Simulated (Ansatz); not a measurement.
# CH₅FSSi: how energies converge with the basis set

Aim: see how fast density functionals converge with the basis set for CH₅FSSi.

Computed with Ansatz 0.2.0, Gaussian basis. Level: one geometry, several basis sets.

Plan: PBE0-D4/def2-SVP; ωB97M-V/def2-SVP; PBE0-D4/def2-QZVPP; ωB97M-V/def2-QZVPP; the functionals' def2-TZVPP values are taken from earlier runs.

## 1. The geometry

An earlier PBE0-D4 in a triple-zeta def2 set relaxation fixed the geometry.

SMILES `FC([SiH3])S`, 9 atoms, charge 0, spin multiplicity 1.

Atoms are counted from 1 here; the program's logs count them from 0.

Bond lengths: F1–C2 1.390 Å, C2–Si3 1.900 Å, C2–S4 1.790 Å, C2–H5 1.095 Å, Si3–H6 1.483 Å, Si3–H7 1.485 Å, Si3–H8 1.485 Å, S4–H9 1.345 Å. Angles: F1–C2–Si3 109.9°, F1–C2–S4 112.2°, F1–C2–H5 107.3°, Si3–C2–S4 111.9°, Si3–C2–H5 111.0°, S4–C2–H5 104.4°, C2–Si3–H6 108.4°, C2–Si3–H7 110.0°, C2–Si3–H8 107.8°, H6–Si3–H7 110.1°, H6–Si3–H8 110.3°, H7–Si3–H8 110.1°, C2–S4–H9 97.3°.

## 2. PBE0-D4 in def2-SVP

File in.yaml:

```yaml
crystal:
  periodic: [false, false, false]
  atoms:
    - {symbol: F, position_ang: [-0.778791, 0.206153, -1.758984]}
    - {symbol: C, position_ang: [-0.211625, 0.664548, -0.575123]}
    - {symbol: Si, position_ang: [0.805854, -0.721751, 0.232940]}
    - {symbol: S, position_ang: [-1.435856, 1.334081, 0.545792]}
    - {symbol: H, position_ang: [0.423352, 1.520452, -0.827570]}
    - {symbol: H, position_ang: [1.601397, -0.135729, 1.339147]}
    - {symbol: H, position_ang: [1.706536, -1.343319, -0.770871]}
    - {symbol: H, position_ang: [-0.144544, -1.733392, 0.761591]}
    - {symbol: H, position_ang: [-1.877823, 0.162657, 1.036077]}
basis:
  gaussian: {orbitals: def2-SVP}
hamiltonian: {xc: pbe0, dispersion: d4}
output: {orbitals: {seedname: orbitals}}
```

On the command line:

```console
> ansatz run in.yaml --threads 2 --pin off --events-out ev --progress --plain --max-ram 4352MiB
```

The runs that follow: ωB97M-V in def2-SVP; PBE0-D4 in def2-QZVPP; ωB97M-V in def2-QZVPP.

Q: Predict the results of all the runs planned. Wanted: PBE0-D4: double and triple zeta above quadruple; ωB97M-V: double and triple zeta above quadruple.

As calculated:

| quantity | value |
| --- | --- |
| PBE0-D4: double and triple zeta above quadruple | 12.01, 0.81 eV |
| ωB97M-V: double and triple zeta above quadruple | 12.11, 0.77 eV |

For PBE0-D4 the step from double to triple zeta gains 11.20 eV and the next only 0.81 eV. These are total energies; as a rule much of such shifts cancels in differences, which this series doesn't test. The LUMO of ωB97M-V is positive and keeps falling with the basis (2.21 to 1.27 eV): an unbound level that the basis holds in place.
